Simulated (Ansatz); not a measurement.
# CH₆OSn (built from SMILES [CH3][SnH2][OH]): search for a transition state, part 2 of 2

Ansatz 0.2.0, Gaussian basis; PBE0-D4. Earlier steps stand in the parts before.

**7. Relaxing after a step of 0.30 Å one way along the mode**

The input, downa/in.yaml:

```yaml
crystal:
  periodic: [false, false, false]
  atoms:
    - {symbol: Sn, position_ang: [-0.626611, 0.053913, 0.917932]}
    - {symbol: O, position_ang: [1.261781, 0.940885, -0.311655]}
    - {symbol: C, position_ang: [-0.757856, -0.804125, -0.875365]}
    - {symbol: H, position_ang: [0.961279, 0.404135, -0.829557]}
    - {symbol: H, position_ang: [-1.165282, 1.626369, 1.347493]}
    - {symbol: H, position_ang: [0.341969, -0.556950, 2.211626]}
    - {symbol: H, position_ang: [2.146568, 0.671958, -0.064283]}
    - {symbol: H, position_ang: [-1.576007, -0.463239, -1.498926]}
    - {symbol: H, position_ang: [-0.585841, -1.872946, -0.897264]}
basis:
  gaussian: {orbitals: def2-TZVP}
hamiltonian: {xc: pbe0, dispersion: d4}
relax: {f_tol: 0.005, max_steps: 200}
```

The run is started by

```sh
ansatz run in.yaml --threads 4 --pin off --events-out ev --progress --plain --max-ram 9574MiB
```

Output:

```text
Functional definition: PBE0
  name "PBE0"
  cite "Adamo & Barone, J. Chem. Phys. 110, 6158 (1999) doi:10.1063/1.478522"
  cite "Perdew, Burke & Ernzerhof, Phys. Rev. Lett. 77, 3865 (1996) doi:10.1103/PhysRevLett.77.3865"
  parent pbe
  parameter a = 0.25
  parameter kappa = 0.804
  parameter beta = 0.06672455060314922
  exchange = (1 - a)*pbe_x(kappa = kappa, mu = beta*pi^2/3) + a*exact_x
  correlation = pbe_c(beta = beta)
1056 factors; their error is unknown
mean field evaluation 1: about -8994.4767 eV, gradient 7.9e1 eV
mean field evaluation 2: about -8957.1105 eV, gradient 1.3e2 eV
mean field evaluation 4: about -9007.4106 eV, gradient 1.3e1 eV
mean field evaluation 8: about -9007.7028 eV, gradient 2.5e-1 eV
mean field evaluation 16: about -9007.7748 eV, gradient 2.4e-4 eV
mean field -9007.77477559 eV, -331.0296173140 hartree, gradient 6.5e-5 eV, S^2 0.000000; 0 other end points of the search recorded, 0 dependent functions left out
the calculation of the forces begins
reference -9007.77481198 eV, -331.0296186510 hartree; 21, 21 occupied and 127, 127 virtual orbitals, 1056 factors
relax step   1: F+E_penalty+E_count = -9007.90204976 eV  Δ(F+E_penalty+E_count) = +0.000e0 eV  max|allowed force component| = 1.042e1 eV/Å  Δτ_max = 0.0000 Å  (27 SCF iters, accepted)
these checks for a lower state are left out or cut short: starts, cluster_reference, orbital_swaps, neighbouring_geometries, increment
1056 factors; their error is unknown
mean field -9008.96608936 eV, -331.0733972873 hartree, gradient 1.2e-5 eV, S^2 0.000000; 0 other end points of the search recorded, 0 dependent functions left out
the calculation of the forces begins
reference -9008.96612598 eV, -331.0733986331 hartree; 21, 21 occupied and 127, 127 virtual orbitals, 1056 factors
relax step   2: F+E_penalty+E_count = -9009.09393331 eV  Δ(F+E_penalty+E_count) = -1.192e0 eV  max|allowed force component| = 2.758e-1 eV/Å  Δτ_max = 0.1998 Å  (37 SCF iters, accepted)
these checks for a lower state are left out or cut short: starts, cluster_reference, orbital_swaps, neighbouring_geometries, increment
1056 factors; their error is unknown
mean field evaluation 32: about -9008.9103 eV, gradient 1.1e-5 eV
mean field -9008.91029247 eV, -331.0713467895 hartree, gradient 1.1e-5 eV, S^2 0.000000; 0 other end points of the search recorded, 0 dependent functions left out
the calculation of the forces begins
reference -9008.91032904 eV, -331.0713481334 hartree; 21, 21 occupied and 127, 127 virtual orbitals, 1056 factors
relax step   3: F+E_penalty+E_count = -9009.03893552 eV  Δ(F+E_penalty+E_count) = +5.500e-2 eV  max|allowed force component| = 1.240e0 eV/Å  Δτ_max = 0.1943 Å  (31 SCF iters, rejected (line search))
these checks for a lower state are left out or cut short: starts, cluster_reference, orbital_swaps, neighbouring_geometries, increment
1056 factors; their error is unknown
mean field -9008.97595700 eV, -331.0737599165 hartree, gradient 1.3e-5 eV, S^2 0.000000; 0 other end points of the search recorded, 0 dependent functions left out
the calculation of the forces begins
reference -9008.97599352 eV, -331.0737612587 hartree; 21, 21 occupied and 127, 127 virtual orbitals, 1056 factors
relax step   4: F+E_penalty+E_count = -9009.10390252 eV  Δ(F+E_penalty+E_count) = -9.969e-3 eV  max|allowed force component| = 1.203e-1 eV/Å  Δτ_max = 0.0972 Å  (32 SCF iters, accepted)
these checks for a lower state are left out or cut short: starts, cluster_reference, orbital_swaps, neighbouring_geometries, increment
1056 factors; their error is unknown
mean field -9008.97627469 eV, -331.0737715916 hartree, gradient 1.1e-5 eV, S^2 0.000000; 0 other end points of the search recorded, 0 dependent functions left out
the calculation of the forces begins
reference -9008.97631130 eV, -331.0737729370 hartree; 21, 21 occupied and 127, 127 virtual orbitals, 1056 factors
relax step   5: F+E_penalty+E_count = -9009.10460597 eV  Δ(F+E_penalty+E_count) = -7.034e-4 eV  max|allowed force component| = 3.344e-1 eV/Å  Δτ_max = 0.0703 Å  (32 SCF iters, accepted)
these checks for a lower state are left out or cut short: starts, cluster_reference, orbital_swaps, neighbouring_geometries, increment
1056 factors; their error is unknown
mean field -9008.97822948 eV, -331.0738434284 hartree, gradient 1.2e-5 eV, S^2 0.000000; 0 other end points of the search recorded, 0 dependent functions left out
the calculation of the forces begins
reference -9008.97826615 eV, -331.0738447763 hartree; 21, 21 occupied and 127, 127 virtual orbitals, 1056 factors
relax step   6: F+E_penalty+E_count = -9009.10599135 eV  Δ(F+E_penalty+E_count) = -1.385e-3 eV  max|allowed force component| = 1.655e-1 eV/Å  Δτ_max = 0.0298 Å  (31 SCF iters, accepted)
these checks for a lower state are left out or cut short: starts, cluster_reference, orbital_swaps, neighbouring_geometries, increment
1056 factors; their error is unknown
mean field -9008.98036798 eV, -331.0739220172 hartree, gradient 1.1e-5 eV, S^2 0.000000; 0 other end points of the search recorded, 0 dependent functions left out
the calculation of the forces begins
reference -9008.98040456 eV, -331.0739233613 hartree; 21, 21 occupied and 127, 127 virtual orbitals, 1056 factors
relax step   7: F+E_penalty+E_count = -9009.10843098 eV  Δ(F+E_penalty+E_count) = -2.440e-3 eV  max|allowed force component| = 3.220e-2 eV/Å  Δτ_max = 0.0168 Å  (32 SCF iters, accepted)
these checks for a lower state are left out or cut short: starts, cluster_reference, orbital_swaps, neighbouring_geometries, increment
1056 factors; their error is unknown
mean field evaluation 64: about -9008.9809 eV, gradient 3.6e-1 eV
mean field -9008.98100623 eV, -331.0739454725 hartree, gradient 1.1e-5 eV, S^2 0.000000; 0 other end points of the search recorded, 0 dependent functions left out
the calculation of the forces begins
reference -9008.98104285 eV, -331.0739468182 hartree; 21, 21 occupied and 127, 127 virtual orbitals, 1056 factors
relax step   8: F+E_penalty+E_count = -9009.10903271 eV  Δ(F+E_penalty+E_count) = -6.017e-4 eV  max|allowed force component| = 3.499e-2 eV/Å  Δτ_max = 0.0213 Å  (32 SCF iters, accepted)
these checks for a lower state are left out or cut short: starts, cluster_reference, orbital_swaps, neighbouring_geometries, increment
1056 factors; their error is unknown
mean field -9008.98161060 eV, -331.0739676825 hartree, gradient 1.1e-5 eV, S^2 0.000000; 0 other end points of the search recorded, 0 dependent functions left out
the calculation of the forces begins
reference -9008.98164723 eV, -331.0739690288 hartree; 21, 21 occupied and 127, 127 virtual orbitals, 1056 factors
relax step   9: F+E_penalty+E_count = -9009.10960331 eV  Δ(F+E_penalty+E_count) = -5.706e-4 eV  max|allowed force component| = 2.547e-2 eV/Å  Δτ_max = 0.0214 Å  (33 SCF iters, accepted)
these checks for a lower state are left out or cut short: starts, cluster_reference, orbital_swaps, neighbouring_geometries, increment
1056 factors; their error is unknown
mean field -9008.98171175 eV, -331.0739713997 hartree, gradient 1.1e-5 eV, S^2 0.000000; 0 other end points of the search recorded, 0 dependent functions left out
the calculation of the forces begins
reference -9008.98174838 eV, -331.0739727456 hartree; 21, 21 occupied and 127, 127 virtual orbitals, 1056 factors
relax step  10: F+E_penalty+E_count = -9009.10972744 eV  Δ(F+E_penalty+E_count) = -1.241e-4 eV  max|allowed force component| = 2.278e-2 eV/Å  Δτ_max = 0.0078 Å  (33 SCF iters, accepted)
these checks for a lower state are left out or cut short: starts, cluster_reference, orbital_swaps, neighbouring_geometries, increment
1056 factors; their error is unknown
mean field -9008.98174990 eV, -331.0739728016 hartree, gradient 1.1e-5 eV, S^2 0.000000; 0 other end points of the search recorded, 0 dependent functions left out
the calculation of the forces begins
reference -9008.98178651 eV, -331.0739741471 hartree; 21, 21 occupied and 127, 127 virtual orbitals, 1056 factors
relax step  11: F+E_penalty+E_count = -9009.10979313 eV  Δ(F+E_penalty+E_count) = -6.569e-5 eV  max|allowed force component| = 6.356e-3 eV/Å  Δτ_max = 0.0037 Å  (34 SCF iters, accepted)
these checks for a lower state are left out or cut short: starts, cluster_reference, orbital_swaps, neighbouring_geometries, increment
1056 factors; their error is unknown
mean field evaluation 96: about -9008.9818 eV, gradient 1.1e-5 eV
mean field -9008.98176921 eV, -331.0739735112 hartree, gradient 1.1e-5 eV, S^2 0.000000; 0 other end points of the search recorded, 0 dependent functions left out
the calculation of the forces begins
reference -9008.98180582 eV, -331.0739748567 hartree; 21, 21 occupied and 127, 127 virtual orbitals, 1056 factors
relax step  12: F+E_penalty+E_count = -9009.10979563 eV  Δ(F+E_penalty+E_count) = -2.499e-6 eV  max|allowed force component| = 7.440e-3 eV/Å  Δτ_max = 0.0047 Å  (33 SCF iters, accepted)
these checks for a lower state are left out or cut short: starts, cluster_reference, orbital_swaps, neighbouring_geometries, increment
1056 factors; their error is unknown
mean field -9008.98177521 eV, -331.0739737319 hartree, gradient 1.1e-5 eV, S^2 0.000000; 0 other end points of the search recorded, 0 dependent functions left out
the calculation of the forces begins
reference -9008.98181183 eV, -331.0739750775 hartree; 21, 21 occupied and 127, 127 virtual orbitals, 1056 factors
relax step  13: F+E_penalty+E_count = -9009.10980138 eV  Δ(F+E_penalty+E_count) = -5.755e-6 eV  max|allowed force component| = 3.893e-3 eV/Å  Δτ_max = 0.0026 Å  (34 SCF iters, accepted)
1056 factors; their error is unknown
mean field evaluation 128: about -9008.9818 eV, gradient 1.7e-5 eV
mean field -9008.98177521 eV, -331.0739737319 hartree, gradient 1.1e-5 eV, S^2 0.000000; 1 other end points of the search recorded, 0 dependent functions left out
the calculation of the forces begins
reference -9008.98181183 eV, -331.0739750775 hartree; 21, 21 occupied and 127, 127 virtual orbitals, 1056 factors
Total energy: -9009.10983800 eV, -331.0786799525 hartree
Atom 0 at    -0.647745     0.034134     0.912329 Å, force     0.000913    -0.001715    -0.002621 eV/Å
Atom 1 at     1.420287     1.060688    -0.222562 Å, force    -0.002239     0.000905    -0.001891 eV/Å
Atom 2 at    -0.915494    -0.876387    -0.819769 Å, force    -0.000303     0.001539     0.001020 eV/Å
Atom 3 at     1.091806     0.478594    -0.934729 Å, force     0.001430     0.000623     0.003893 eV/Å
Atom 4 at    -1.209098     1.593055     1.285934 Å, force     0.000112     0.000411    -0.000189 eV/Å
Atom 5 at     0.331069    -0.597526     2.156235 Å, force     0.000215     0.000063     0.000390 eV/Å
Atom 6 at     2.307120     0.757240    -0.001789 Å, force     0.000348    -0.001005    -0.000587 eV/Å
Atom 7 at    -1.691768    -0.515875    -1.485235 Å, force    -0.000601     0.000448    -0.000287 eV/Å
Atom 8 at    -0.686178    -1.933924    -0.890412 Å, force     0.000126    -0.001268     0.000271 eV/Å
Dipole moment:     0.346961    -0.024042     0.176581 e Å
```

Wall time 25 s (4 threads of Arm Neoverse V2, shared host).

Step by step: (the energy doesn't fall at every step)

```tsv
step	energy from step 1 (eV)	largest force component (eV/Å)
1	0.0000	10.4206
2	-1.1919	0.2758
3	-1.1369	1.2398
4	-1.2019	0.1203
5	-1.2026	0.3344
6	-1.2039	0.1655
7	-1.2064	0.0322
8	-1.2070	0.0350
9	-1.2076	0.0255
10	-1.2077	0.0228
11	-1.2077	0.0064
12	-1.2077	0.0074
13	-1.2078	0.0039
```

Close pairs (by a distance rule), those that changed most:

```tsv
bond	before (Å)	after (Å)	change (Å)
O2–H4	0.804	0.977	+0.173
Sn1–O2	2.422	2.573	+0.151
Sn1–H6	1.728	1.704	-0.023
Sn1–H5	1.717	1.699	-0.018
Sn1–C3	1.992	1.975	-0.017
O2–H7	0.957	0.963	+0.006
C3–H9	1.083	1.084	+0.002
C3–H8	1.084	1.084	+0.000
```

**8. Relaxing after a step of 0.30 Å the other way along the mode**

The input, downb/in.yaml:

```yaml
crystal:
  periodic: [false, false, false]
  atoms:
    - {symbol: Sn, position_ang: [-0.420003, 0.199246, 0.925549]}
    - {symbol: O, position_ang: [1.197772, 0.915682, -0.178052]}
    - {symbol: C, position_ang: [-0.558858, -0.693075, -0.965696]}
    - {symbol: H, position_ang: [0.517449, 0.031417, -0.984785]}
    - {symbol: H, position_ang: [-1.219085, 1.627299, 1.411733]}
    - {symbol: H, position_ang: [0.336465, -0.542336, 2.261775]}
    - {symbol: H, position_ang: [2.133400, 0.677405, -0.045651]}
    - {symbol: H, position_ang: [-1.471075, -0.422110, -1.516835]}
    - {symbol: H, position_ang: [-0.516065, -1.793529, -0.908037]}
basis:
  gaussian: {orbitals: def2-TZVP}
hamiltonian: {xc: pbe0, dispersion: d4}
relax: {f_tol: 0.005, max_steps: 200}
```

The run is started by

```sh
ansatz run in.yaml --threads 4 --pin off --events-out ev --progress --plain --max-ram 9574MiB
```

Output (excerpt; [...] marks lines left out):

```text
[... 5 set-up lines as earlier in the session ...]
[...]
1056 factors; their error is unknown
[...]
mean field -9009.41180362 eV, -331.0897769845 hartree, gradient 2.5e-5 eV, S^2 0.000000; 0 other end points of the search recorded, 0 dependent functions left out
[...]
reference -9009.41184010 eV, -331.0897783251 hartree; 21, 21 occupied and 127, 127 virtual orbitals, 1056 factors
relax step   1: F+E_penalty+E_count = -9009.53535570 eV  Δ(F+E_penalty+E_count) = +0.000e0 eV  max|allowed force component| = 1.775e0 eV/Å  Δτ_max = 0.0000 Å  (29 SCF iters, accepted)
[...]
Total energy: -9011.41933896 eV, -331.1635525475 hartree
Atom 0 at    -0.040849     0.330719     0.697691 Å, force    -0.000087    -0.002696     0.000280 eV/Å
Atom 1 at     1.825094     0.761055     0.217025 Å, force    -0.000514     0.001230     0.000511 eV/Å
Atom 2 at    -0.712488    -0.750937    -1.001628 Å, force    -0.002545    -0.000776    -0.000601 eV/Å
Atom 3 at    -0.599183    -0.128827    -1.889258 Å, force    -0.000729    -0.002016     0.002165 eV/Å
Atom 4 at    -0.877834     1.805023     0.952952 Å, force     0.001389     0.001128    -0.001138 eV/Å
Atom 5 at    -0.017195    -0.594049     2.141136 Å, force     0.000337     0.000049     0.000120 eV/Å
Atom 6 at     2.292184     1.259973     0.889830 Å, force    -0.000184    -0.000173     0.000175 eV/Å
Atom 7 at    -1.760154    -1.031599    -0.890586 Å, force     0.003485     0.000246    -0.001334 eV/Å
Atom 8 at    -0.109576    -1.651359    -1.117159 Å, force    -0.001152     0.003008    -0.000177 eV/Å
Dipole moment:    -0.255451    -0.018494     0.147965 e Å
```

It took 75 s on 4 threads of Arm Neoverse V2, shared host.

The steps of the relaxation: (not every step is listed) (the energy doesn't fall at every step)

```tsv
step	energy from step 1 (eV)	largest force component (eV/Å)
1	0.0000	1.7754
2	-0.3503	2.3139
3	-0.9533	1.2571
4	-1.2922	2.4798
5	-1.6001	1.0397
6	-1.7775	0.4357
7	-1.8322	0.2506
8	-1.8319	0.3148
9	-1.8581	0.1238
12	-1.7181	2.6113
15	-1.8751	0.0873
18	-1.8759	0.1882
21	-1.8770	0.0327
24	-1.8783	0.0243
27	-1.8804	0.0384
30	-1.8821	0.0030
33	-1.8812	0.2158
36	-1.8834	0.0348
39	-1.8838	0.0022
40	-1.8839	0.0072
41	-1.8833	0.1126
42	-1.8796	0.1623
43	-1.8839	0.0007
44	-1.8839	0.0035
```

Close pairs (by a distance rule), those that changed most:

```tsv
bond	before (Å)	after (Å)	change (Å)
Sn1–H4	2.135	2.686	+0.552
C3–H4	1.298	1.090	-0.208
Sn1–O2	2.085	1.974	-0.111
Sn1–C3	2.096	2.123	+0.028
O2–H7	0.975	0.959	-0.015
C3–H9	1.103	1.090	-0.013
C3–H8	1.100	1.090	-0.009
Sn1–H6	1.705	1.714	+0.009
```

**9. The three structures**

```tsv
pair	start side (Å)	saddle (Å)	end side (Å)
O2–H4	3.332	1.088	0.977
Sn1–O2	1.974	2.253	2.573
C3–H4	1.090	1.699	2.425
```

**10. Results**

The summary covers parts 1 to 2.

| quantity | value |
| --- | --- |
| imaginary mode | 523i cm⁻¹ |
| barrier from the start side | 54.9 kcal/mol |
| barrier from the end side | 1.7 kcal/mol |
| energy of the step | +53.3 kcal/mol |
| pairs that change | O2–H4 formed, Sn1–O2 broken, C3–H4 broken |
| zero-point energy at the saddle | 1.593 eV |

The point has a single imaginary mode (523i cm⁻¹), as a transition state must. Going downhill both ways gives the intended start and end. At PBE0-D4/def2-TZVP the electronic barrier is 54.9 kcal/mol, about 93 kT at 298 K, and the step runs 53.3 kcal/mol uphill. A step off the saddle overshot and began above it in energy, so the link to its end is likely but not proven. Lower complexes than these ends may exist.
